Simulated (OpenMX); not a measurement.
The system is AgRh.

```
Ag Rh
1.0
     2.77759    0.00000    0.00000
    -1.38879    2.40546    0.00000
     0.00000    0.00000    4.80860
Ag Rh
1 1
Direct
  0.00000 0.00000 0.50000
  0.66667 0.33333 0.00000
```

The cell comes from a database or a generator and needn't be the stable form of this composition.

Base run:

- Program: OpenMX 3.8.5
- Functional: PBE
- Potentials or basis: OpenMX 2013 PBE set, Ag7.0-s3p2d1, Rh7.0-s3p2d1, grid cutoff 400 Ry
- k mesh: 9 × 9 × 5
- Occupations: fermi-dirac, width 0.05 eV
- Spin: no spin polarisation

Its results: pressure 2.7 GPa.

Problem. The run is repeated on the same cell with these changes: potentials or basis from OpenMX 2013 PBE set, Ag7.0-s3p2d1, Rh7.0-s3p2d1, grid cutoff 400 Ry to OpenMX 2013 PBE set, Ag7.0-s3p2d2, Rh7.0-s3p2d2, grid cutoff 400 Ry. What comes out?

Solution. Pressure 1.8 GPa.

Caveats: the basis of atomic orbitals isn't converged, which shifts pressures, moduli and gaps.
